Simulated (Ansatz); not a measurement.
Task: a short molecular-dynamics run of C2H5BTe, SMILES CC1B[Te]1, with the Python package of Ansatz (0.2.0). Give the script and its output. Use: PBE0, def2-SVP basis, multiplicity 1, D4 dispersion.

```tsv
atom	x (Å)	y (Å)	z (Å)
C	0.1798	0.7082	-0.7075
C	0.0727	-0.6501	-0.1198
B	-0.0503	-0.6578	1.4374
Te	-1.7309	-1.3609	0.0874
H	-0.0472	0.6826	-1.8303
H	-0.6338	1.4405	-0.2727
H	1.1648	1.1935	-0.5482
H	0.8526	-1.3509	-0.5359
H	0.2808	-0.0514	2.4727
```

The script, `c2h5bte.py`:
```python
"""Molecular dynamics of one C2H5BTe molecule."""

import ansatz as az
from ase import Atoms
import numpy as np

atoms = Atoms(["C", "C", "B", "Te", "H", "H", "H", "H", "H"], positions=[
    (0.1798, 0.7082, -0.7075),
    (0.0727, -0.6501, -0.1198),
    (-0.0503, -0.6578, 1.4374),
    (-1.7309, -1.3609, 0.0874),
    (-0.0472, 0.6826, -1.8303),
    (-0.6338, 1.4405, -0.2727),
    (1.1648, 1.1935, -0.5482),
    (0.8526, -1.3509, -0.5359),
    (0.2808, -0.0514, 2.4727),
])
c2h5bte = az.Crystal.molecule_from_ase(atoms)

calc = (
    c2h5bte.calculation()
    .basis(gaussian="def2-SVP")
    .functional("PBE0", dispersion="d4")
    .scf(lower_state_search="light")
    .md("nvt_langevin", timestep=1.0, steps=20, temperature=200, initial_velocities="maxwell_boltzmann", seed=88, friction=0.01)
)
frames = []
calc.session().plan().execute(on_event=lambda e: frames.append(e["data"]) if e["event"] == "md_step" else None)
print("t (fs)   E_pot (eV)      E_kin (eV)   T (K)   d(0-1) (A)")
for f in frames[::2]:
    xyz = np.array(f["positions_ang"])
    print(f"{f['time_fs']:6.2f} {f['lagrangian_ev']:14.5f} {f['e_kin_ev']:10.5f} {f['temperature_k']:8.1f} {np.linalg.norm(xyz[0] - xyz[1]):9.4f}")
print("mean temperature", round(float(np.mean([f["temperature_k"] for f in frames])), 1), "K")
symbols = [site.symbol for site in c2h5bte.cartesian_sites]
with open("last_frame.xyz", "w") as handle:
    handle.write(f"{len(symbols)}\nt = {frames[-1]['time_fs']} fs\n")
    handle.writelines("{:2s} {:10.5f} {:10.5f} {:10.5f}\n".format(s, *xyz) for s, xyz in zip(symbols, frames[-1]["positions_ang"]))
```

```console
$ python c2h5bte.py
t (fs)   E_pot (eV)      E_kin (eV)   T (K)   d(0-1) (A)
  0.00   -10117.82042    0.20682    177.8    1.4839
  2.00   -10117.95748    0.36801    316.3    1.4920
  4.00   -10118.06328    0.42916    368.9    1.5019
  6.00   -10118.20995    0.55126    473.9    1.5053
  8.00   -10118.43004    0.67553    580.7    1.5046
 10.00   -10118.52167    0.70098    602.6    1.5043
 12.00   -10118.65523    0.78251    672.6    1.5082
 14.00   -10118.73266    0.82601    710.0    1.5181
 16.00   -10118.72591    0.78754    677.0    1.5267
 18.00   -10118.76961    0.80447    691.5    1.5259
 20.00   -10118.72371    0.68587    589.6    1.5200
mean temperature 542.3 K
```

File `last_frame.xyz` afterwards:
```text
9
t = 20.0 fs
C     0.23181    0.79156   -0.74982
C     0.42159   -0.58823   -0.14106
B    -0.20644   -0.70601    1.26017
Te   -1.76460   -1.36303    0.10788
H     0.02203    0.81295   -1.87623
H    -0.67756    1.33085   -0.32533
H     1.11124    1.41245   -0.63523
H     1.12815   -1.27505   -0.64913
H     0.12084   -0.75941    2.39160
```

The settings weren't tested for convergence. The trajectory is only some femtoseconds long, so its temperature is not equilibrated; where the script doesn't relax first, it starts from a rough generated geometry. def2 sets replace the cores of elements past krypton by effective core potentials. The printed temperature counts all 3N degrees of freedom under Langevin dynamics, so the first row lies under the target. With hydrogen a step over 0.5 fs is long. Finished in 95 s on 1 thread of Intel(R) Xeon(R) Platinum 8375C CPU @ 2.90GHz (Ice Lake), on a shared host, peak memory 0.28 GiB.

(Lines on the test bed's own set-up are left out of the output.)
